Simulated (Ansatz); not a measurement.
# Ti3S2 (R32) in Ansatz: band structure with HSE06

Aim: the band structure of Ti3S2 with HSE06.

Program: Ansatz 0.2.0. These are calculated values, not measurements. Logs are shortened: lines on timing, memory, paths and dates and some standing lists are left out, and cuts for length are marked.

## 1. Starting point

The structure is trigonal, space group R32 (No. 155). Conventional cell: a = 5.426 Å, b = 5.426 Å, c = 9.713 Å, α = 90.00°, β = 90.00°, γ = 120.00°. Ti (site symmetry 2) is surrounded by 4 S at 2.42 to 2.44 Å. S (site symmetry 3) has 6 Ti at 2.42 to 2.44 Å as nearest neighbours.

The cell comes from a database or a generator and needn't be the stable form of this composition.

## 2. Band structure, HSE06

input

```
crystal:
  lattice:
    - [2.7131139241, 1.5664170544, 3.2376184047]
    - [-2.7131139241, 1.5664170544, 3.2376184047]
    - [0.0, -3.1328341088, 3.2376184047]
  atoms:
    - { symbol: Ti, position: [0.0, 0.335655, 0.664345] }
    - { symbol: Ti, position: [0.664345, 0.0, 0.335655] }
    - { symbol: Ti, position: [0.335655, 0.664345, 0.0] }
    - { symbol: S, position: [0.167839, 0.167839, 0.167839] }
    - { symbol: S, position: [0.832161, 0.832161, 0.832161] }
hamiltonian:
  xc: hse06
  pseudopotentials: { kind: paw }
kpoints:
  mp_grid: { grid: [4, 4, 4] }
  band_path:
    path:
      - [[0.0, 0.0, 0.0], [0.5, 0.0, 0.0], [0.5, 0.3227197041, -0.3227197041]]
      - [[0.6772802959, 0.5, 0.3227197041], [0.5, 0.5, 0.5], [0.0, 0.0, 0.0], [0.4113598521, 0.0, -0.4113598521]]
      - [[0.5886401479, 0.4113598521, 0.0], [0.5, 0.5, 0.0], [0.5886401479, 0.5886401479, 0.3227197041], [0.5, 0.5, 0.5]]
      - [[0.5, 0.0, 0.0], [0.6772802959, 0.4113598521, 0.4113598521]]
    npoints: 4
scf:
  occupations: { method: fermi_dirac, width: 0.05 }
  n_extra_bands: 12
output:
  forces: true
  stress: true
  eigenvalues: true
  fatbands: false
```

Potentials or basis: Ansatz PAW.

The log of the run:

```text
Warning: output.stress: scf.convergence.dr2_threshold = 1e-7 eV (the SCF's general default) is looser than the 5e-10 eV advised for a printed stress (1e-10 eV for each atom of the cell: 5). What an SCF threshold leaves in a stress goes as its square root, and in the free energy as the threshold itself, and one threshold admits the most on a small cell: of the crystals measured, under no hybrid functional and no lock of the moments, on runs that ended without the residual-converged pass, on stresses that held no estimate of that error, the worst erred by over 100 MPa in a component at 1e-7 eV an atom and by under 5 at 1e-10. Set scf.convergence.dr2_threshold to 5e-10 eV or tighter. The threshold is an SCF's pass mark: one that does not reach it within its budget of iterations ends unconverged, or closes short of it on a stop that the run arms, and scf.convergence.dr2_threshold's page says what that costs each kind of run
Warning: output.stress: scf.exx.energy_threshold = 1e-6 eV is looser than the 5e-8 eV advised for a stress under a hybrid functional (1e-8 eV for each atom of the cell: 5). Every SCF of the exchange loop can meet its threshold on dr2 while the loop round them stops early: no threshold on dr2 bounds what that leaves in the stress. Set scf.exx.energy_threshold to 5e-8 eV or tighter. The threshold is the loop's pass mark: a loop that does not reach it within its budget of cycles ends unconverged, and scf.exx.energy_threshold's page has the law
scf.n_extra_bands = 12 over 24 filled bands (N_el = 48.0): the run solves 36 bands
GPUs: using 1 of 1 available (devices: 1).
Engine: ansatz 0.2.0, x86_64-unknown-linux-gnu
Pseudopotentials: kind: paw
Pseudopotential: Ti, paw, valence charge 12, recommended cutoff 420 eV (normal), Ti.paw.azcp
Pseudopotential: S, paw, valence charge 6, recommended cutoff 420 eV (normal), S.paw.azcp
Functional definition: HSE06
  parameter a = 0.25
  parameter omega = 0.11/bohr
  exchange = pbe_x - a*pbe_x_sr(omega) + a*exact_x_sr(omega)
  correlation = pbe_c
device memory: the entry about to start is reckoned to put 1.0 GiB on a device that reports 56.1 GiB free (of which the cap on the GPU budget leaves the run 18.0 GiB)
GPU FFT provider: cuFFT
GPU libraries: cuBLAS 13.8.2, cuFFT 12.4.0, cuSOLVER 12.3.4
Crystal: 5 atoms, lattice volume = 82.557 Å³
Basis set: ecut = 420 eV, 1613 PW (Γ), exchange–correlation on 64×64×64 points (8 copies of the dense FFT grid, shifted against one another)
Bands: 36, of which v1, the nominal top of the filled ones, is band 24 counted from 1 (23 counted from 0)
Symmetry: 6 space group operations
Space group: R32 (ITA 155), of the structure as read, at distance tolerance 4.4e-5 Å
k-points: 13 of 64 (time reversal used)
Non-local potential: Ti, projectors of the file, l = 0: 3, l = 1: 2, l = 2: 3, l = 3: 1
Non-local potential: S, projectors of the file, l = 0: 2, l = 1: 2, l = 2: 2
PAW form: soft (Blöchl's): semilocal exchange-correlation on the pseudo side does not see the compensation charge
PAW frozen core: Ti, regenerated for the run's functional, and the local potential with it (the file was generated under x = pbe(κ = 0.804, μ = 0.2195149727645171), c = pbe(β = 0.06672455060314922))
PAW frozen core: S, regenerated for the run's functional, and the local potential with it (the file was generated under x = pbe(κ = 0.804, μ = 0.2195149727645171), c = pbe(β = 0.06672455060314922))
PAW one-centre angular grid: Ti, 590 points (default); XC on 64 Gauss nodes
PAW one-centre angular grid: S, 110 points (default); XC on 64 Gauss nodes
Initial density: superposition of atomic densities (neutral atoms: chi_scale 0, normalization atom), corrected by the library's trained network
Initial wavefunctions: pseudopotential atomic-orbital guess
GPU buffer pool allocated for 32768 grid points (all kernels)
GPU transforms: local potential and band sums: pruned to the plane-wave sphere, on 32×32×32
Functional: x = pbe(κ = 0.804, μ = 0.2195149727645171), c = pbe(β = 0.06672455060314922), warm-up for x = pbe(κ = 0.804, μ = 0.2195149727645171) + 0.25 (exact − pbe) at short range (hse, ω = 0.20786987370883472 Å⁻¹), c = pbe(β = 0.06672455060314922); HSE06 as pw.x's `hse` composes it (authors' and Libxc's form: `xc: wpbeh`)
SCF iter   1: F=—  HF=-9307.942961 eV  |F-HF|=—  |Δ(HF+E_count)|=         —  Δρ=7.59e-3  dr2=4.23e-2  ethr=1.77e-3  ⟨swp⟩=5.8  Hψ=1945  notcnv=0
preconditioner: auto → Kerker (q_TF=auto, 2.493 Å⁻¹)  [metal: Δε(μ)=0.140 eV  Ē_g=7.430 eV  σ=0.050 eV  W_gap=0.48  n_scr=20 (ndim 8)  ℏωp=20.0 eV  f_vac=0.000  D(μ)=1.79/eV (n_scr^D=14)]
SCF iter   2: F=—  HF=-9307.939503 eV  |F-HF|=—  |Δ(HF+E_count)|=   3.46e-3  Δρ=4.25e-3  dr2=1.49e-2  ethr=8.80e-5  ⟨swp⟩=3.2  Hψ=959  notcnv=0  defer=3
iter 3 solved again at ethr=1.04e-6 eV; its pass at ethr=3.09e-5 eV (dr2=4.99e-4 eV) is discarded
SCF iter   3: F=—  HF=-9307.939811 eV  |F-HF|=—  |Δ(HF+E_count)|=   3.08e-4  Δρ=7.55e-4  dr2=5.20e-4  ethr=1.04e-6  ⟨swp⟩=3.3  Hψ=2103  notcnv=0
SCF iter   4: F=—  HF=-9307.939831 eV  |F-HF|=—  |Δ(HF+E_count)|=   1.94e-5  Δρ=2.47e-4  dr2=6.61e-5  ethr=1.04e-6  ⟨swp⟩=2.9  Hψ=812  notcnv=0
SCF iter   5: F=—  HF=-9307.939843 eV  |F-HF|=—  |Δ(HF+E_count)|=   1.20e-5  Δρ=8.24e-5  dr2=5.67e-6  ethr=1.38e-7  ⟨swp⟩=4.1  Hψ=986  notcnv=0
SCF iter   6: F=—  HF=-9307.939842 eV  |F-HF|=—  |Δ(HF+E_count)|=   1.81e-7  Δρ=1.57e-5  dr2=1.66e-7  ethr=1.18e-8  ⟨swp⟩=4.0  Hψ=936  notcnv=0
SCF iter   7: F=—  HF=-9307.939843 eV  |F-HF|=—  |Δ(HF+E_count)|=   1.30e-7  Δρ=6.07e-6  dr2=3.37e-8  ethr=3.46e-10  ⟨swp⟩=4.0  Hψ=1269  notcnv=0
SCF iter   8: F=—  HF=-9307.939843 eV  |F-HF|=—  |Δ(HF+E_count)|=   5.52e-9  Δρ=1.53e-6  dr2=3.07e-9  ethr=7.02e-11  ⟨swp⟩=3.0  Hψ=844  notcnv=0
SCF iter   9: F=-9307.939843 eV  HF=-9307.939843 eV  |F-HF|=2.36e-10  |Δ(HF+E_count)|=  3.13e-10  Δρ=6.29e-7  dr2=3.37e-10  ethr=6.39e-12  ⟨swp⟩=4.1  Hψ=1019  notcnv=0
SCF 1 converged in 9 iterations: F = -9307.939843 eV  dr2 = 3.37e-10
[... 18 lines left out ...]
SCF iter   6: F=—  HF=-9307.243783 eV  |F-HF|=—  |Δ(HF+E_count)|=   1.69e-3  Δρ=5.17e-4  dr2=2.20e-4  ethr=6.12e-8  ⟨swp⟩=5.0  Hψ=1412  notcnv=0
SCF iter   7: F=—  HF=-9307.243714 eV  |F-HF|=—  |Δ(HF+E_count)|=   6.89e-5  Δρ=7.67e-5  dr2=3.54e-5  ethr=6.12e-8  ⟨swp⟩=5.0  Hψ=1222  notcnv=0
SCF iter   8: F=-9307.243820 eV  HF=-9307.243826 eV  |F-HF|=5.99e-6  |Δ(HF+E_count)|=   1.11e-4  Δρ=1.56e-4  dr2=1.71e-5  ethr=2.40e-9  ⟨swp⟩=5.2  Hψ=1761  notcnv=0
SCF 2 stopped early in 8 iterations: F = -9307.243820 eV  dr2 = 1.71e-5
  Residual-converged pass: ⟨swp⟩=3.0  Hψ=938  notcnv=0  max |occ|·‖R‖ = 6.4e-6 eV (tolerance 6.7e-6 eV)  dr2=1.71e-5  dr2_onsite=2.84e-6  max |Δocc| = 3.7e-11
hybrid outer 1: dexx = +6.007e-2 eV, tail = 1.53e-4 eV
GPU FFT provider: cuFFT
GPU libraries: cuBLAS 13.8.2, cuFFT 12.4.0, cuSOLVER 12.3.4
GPU buffer pool allocated for 32768 grid points (all kernels)
GPU transforms: local potential and band sums: pruned to the plane-wave sphere, on 32×32×32
Exchange kernel: α = 0.2500, screened, ω = 0.2079 Å⁻¹, Wigner–Seitz truncation, v(0) = 1042.1472 eV·Å³, q-mesh 4×4×4, nearest image of the exchange supercell L = 18.02 Å, pair-density grid 20×20×20, without the augmentation charges, whose exchange is taken in its separable form by FFT convolution over the k-point mesh (sized by the pseudopotential files, 30×30×30 at the most), smooth part of the exact exchange by density-matrix convolution in up to 2.25 GiB of GPU memory as planned if the GPU has room (build and FFT work areas not counted)
Frozen-core exchange: fock
SCF iter   1: F=—  HF=-9307.242010 eV  |F-HF|=—  |Δ(HF+E_count)|=         —  Δρ=1.17e-4  dr2=8.00e-6  ethr=1.59e-6  ⟨swp⟩=4.3  Hψ=1116  notcnv=0
preconditioner: auto → Kerker (q_TF=auto, 2.493 Å⁻¹)  [metal: Δε(μ)=0.047 eV  Ē_g=8.824 eV  σ=0.050 eV  W_gap=0.23  n_scr=20 (ndim 8)  ℏωp=20.0 eV  f_vac=0.000  D(μ)=0.93/eV (n_scr^D=0)]
SCF iter   2: F=—  HF=-9307.242019 eV  |F-HF|=—  |Δ(HF+E_count)|=   8.46e-6  Δρ=1.04e-4  dr2=6.37e-6  ethr=1.16e-8  ⟨swp⟩=4.5  Hψ=1028  notcnv=0  defer=1
SCF iter   3: F=—  HF=-9307.242018 eV  |F-HF|=—  |Δ(HF+E_count)|=   8.16e-7  Δρ=3.94e-5  dr2=9.71e-7  ethr=1.16e-8  ⟨swp⟩=3.0  Hψ=803  notcnv=0  defer=1
SCF iter   4: F=—  HF=-9307.242018 eV  |F-HF|=—  |Δ(HF+E_count)|=   7.00e-8  Δρ=1.08e-5  dr2=8.66e-8  ethr=1.92e-9  ⟨swp⟩=4.6  Hψ=932  notcnv=0  defer=2
SCF iter   5: F=—  HF=-9307.242018 eV  |F-HF|=—  |Δ(HF+E_count)|=   3.23e-9  Δρ=3.84e-6  dr2=1.43e-8  ethr=1.69e-10  ⟨swp⟩=4.9  Hψ=1345  notcnv=0  defer=3
SCF iter   6: F=—  HF=-9307.242018 eV  |F-HF|=—  |Δ(HF+E_count)|=   3.43e-9  Δρ=1.31e-6  dr2=1.44e-9  ethr=2.87e-11  ⟨swp⟩=5.3  Hψ=919  notcnv=0  defer=4
SCF iter   7: F=-9307.242018 eV  HF=-9307.242018 eV  |F-HF|=3.46e-11  |Δ(HF+E_count)|=  2.36e-11  Δρ=2.87e-7  dr2=5.66e-11  ethr=2.55e-12  ⟨swp⟩=5.1  Hψ=1047  notcnv=0  defer=2
SCF 3 converged in 7 iterations: F = -9307.242018 eV  dr2 = 5.66e-11
  Residual-converged pass: ⟨swp⟩=3.0  Hψ=1065  notcnv=0  max |occ|·‖R‖ = 2.4e-7 eV (tolerance 2.7e-7 eV)  dr2=5.78e-11  dr2_onsite=1.71e-11  max |Δocc| = 6.7e-13
hybrid outer 2: dexx = +1.521e-5 eV, tail = 7.18e-8 eV, Δε = 4.15e-3 eV (about 1.01e-4 eV left of the loop's levels), ΔF = 3.46e-3 eV/Å (tail 9.83e-4)
device memory: the entry about to start is reckoned to put 0.7 GiB on a device that reports 36.5 GiB free (of which the cap on the GPU budget leaves the run 18.0 GiB)
NSCF: frozen V_eff on 40 k-points, pencils in batches of 32, up to order 160
hybrid SCF converged: 2 outer / 15 inner (+9 warm-up), last move |dexx| = 1.52e-5 eV, tail = 7.18e-8 eV
Stability not checked: this state was not tested for a lower state beside it, because the functional holds exact exchange (a hybrid, or Hartree-Fock), whose exchange loop this test does not read (fock_operator; see scf.lower_state_search)
Free energy (F): -9307.242018 eV
Frozen-core exchange: fock
Harris-Foulkes:  -9307.242018 eV  (|F-HF|=3.46e-11)
Internal energy: -9307.234876 eV  (E = F + TS)
E sigma→0 (E₀):  -9307.238447 eV
Entropy (-TS):   -0.007142 eV (-1.428 meV/atom)
Fermi energy:    12.276123 eV
--- Per-component energies (eV) ---
  E_band       = -583.217463
  E_kinetic    = 1037.602517
  E_local      = -2922.098914  (includes V_loc(G=0)·N_el)
  E_nonlocal   = 72.483318
  E_hartree    = 1192.000531
  E_xc         = -395.711947
  E_vxc        = -438.050390  (∫ρ·V_xc dr)
  E_exx        = -141.252912  (= α·E_x^exact, valence–valence)
  E_paw        = -4294.293308  (= ΣΔE_a)
  E_vpaw       = -434.649688  (= ΣTr[D̂ρ^β])
  E_aug_tail   = 0.000404  (compensation charges beyond the density's cutoff)
  E_ewald      = -3855.262052
  E_core_change = -0.702511  (= ΣΔE_core)
  E_smearing   = -0.007142  (= −TS)
  E_closure    = -0.000000  (closes the sum)
  Σ components = -9307.242018   (vs F -9307.242018, Δ=0.00e0)
--- Forces (eV/Å), atoms counted from 1 ---
  atom   1  Ti     0.04750889    -0.08228781    -0.00000000
  atom   2  Ti     0.04750889     0.08228781    -0.00000000
  atom   3  Ti    -0.09501777    -0.00000000    -0.00000000
  atom   4  S     -0.00000000     0.00000000     0.04716517
  atom   5  S     -0.00000000     0.00000000    -0.04716517
  max |Σ_I F_I| component: 4.09e-16 eV/Å
--- Stress (GPa, compression-positive) ---
       -3.303318       0.000000      -0.000000
       -0.000000      -3.303318      -0.000000
       -0.000000       0.000000      -3.655286
  P = ⅓ Tr σ = -3.4206 GPa (-34.206 kbar)
--- Band table (eV; the first three rows and the last of 13) ---
  k-point 0: bands = ["-49.6257", "-49.5697", "-49.5697", "-24.3595", "-24.3595", "-24.3277", "-24.2966", "-24.2966", "-24.2913", "-24.2752", "-24.0870", "-24.0870", "-4.9772", "-2.8673", "5.3660", "5.3660", "5.6579", "7.2934", "7.5900", "7.5900", "9.5600", "10.6684", "12.0721", "12.0721", "13.2715", "13.2715", "14.6531", "14.8669", "14.8669", "15.1967", "15.1967", "15.9985", "16.3734", "16.3734", "16.4562", "17.2977"]
  k-point 1: bands = ["-49.6170", "-49.5783", "-49.5699", "-24.3961", "-24.3738", "-24.3407", "-24.3247", "-24.2908", "-24.2265", "-24.1935", "-24.1453", "-24.0995", "-4.6675", "-3.0853", "5.2601", "5.4425", "5.6934", "6.7987", "7.3069", "7.9000", "10.1672", "11.1904", "11.7468", "11.8488", "12.6870", "13.6442", "13.9012", "14.5424", "15.0274", "15.3259", "15.5658", "15.7126", "16.0143", "16.2471", "16.8822", "17.5418"]
  k-point 2: bands = ["-49.5974", "-49.5964", "-49.5713", "-24.4122", "-24.3943", "-24.3078", "-24.3041", "-24.2874", "-24.2664", "-24.1601", "-24.1494", "-24.1195", "-4.1761", "-3.4861", "5.1211", "5.4843", "5.7131", "6.7054", "6.8794", "8.3352", "11.0480", "11.1055", "11.4166", "11.6061", "12.2464", "13.6422", "14.2139", "14.2859", "14.6811", "15.3910", "15.4698", "15.5306", "16.0641", "16.0860", "16.3832", "18.1017"]
  k-point 12: bands = ["-49.6107", "-49.5768", "-49.5768", "-24.4932", "-24.3498", "-24.3089", "-24.3089", "-24.2880", "-24.2747", "-24.2747", "-24.0726", "-24.0726", "-3.7526", "-3.0136", "3.7866", "5.2234", "5.2234", "6.8227", "7.4007", "7.4007", "11.2258", "12.0432", "12.0432", "12.2916", "12.8801", "12.8801", "13.7254", "13.7254", "14.6850", "14.7260", "14.7260", "15.1792", "15.1792", "15.6075", "16.4983", "18.2751"]
```

It took 63 s on 1 × NVIDIA H100 80GB HBM3 with 2 threads of AMD EPYC 7R13 (Zen 3), shared host; peak memory 2 GiB.

What came out:

```
Free energy            : -9307.2420 eV
Pressure               : -3.4 GPa
Largest force          : 0.095 eV/Å
Band gap on the k mesh : none (metal or under the smearing width)
```

Forces in eV/Å, atoms in the order of the input:
```
Ti   0.048 -0.082  0.000
Ti   0.048  0.082  0.000
Ti  -0.095  0.000  0.000
S    0.000  0.000  0.047
S    0.000  0.000 -0.047
```

Levels at the corners of the path, in eV from the Fermi level:
```csv
point,band 22,band 23,band 24,band 25,band 26,band 27
Γ,-1.61,-0.20,-0.20,1.00,1.00,2.38
L,-1.17,-0.86,-0.67,-0.03,1.37,1.94
B1,-0.99,-0.72,-0.42,0.67,1.05,1.31
B,-0.99,-0.72,-0.42,0.67,1.05,1.31
Z,-0.23,-0.23,0.02,0.60,0.60,1.45
Γ,-1.61,-0.20,-0.20,1.00,1.00,2.38
X,-1.26,-1.04,-0.44,0.58,1.18,1.99
Q,-1.26,-1.04,-0.44,0.58,1.18,1.99
F,-1.18,-0.99,-0.37,0.38,1.16,2.00
P1,-0.90,-0.57,-0.31,0.59,0.94,1.27
Z,-0.23,-0.23,0.02,0.60,0.60,1.45
L,-1.17,-0.86,-0.67,-0.03,1.37,1.94
P,-0.90,-0.57,-0.31,0.59,0.94,1.27
```

Caveat: the k mesh is coarse (spacing up to 0.37 Å⁻¹), so the values aren't converged, least of all with exact exchange; the PAW data sets come from PBE, with cores solved anew for the run's functional, which leaves a small shift of forces and pressure; the thresholds are loose for stress.
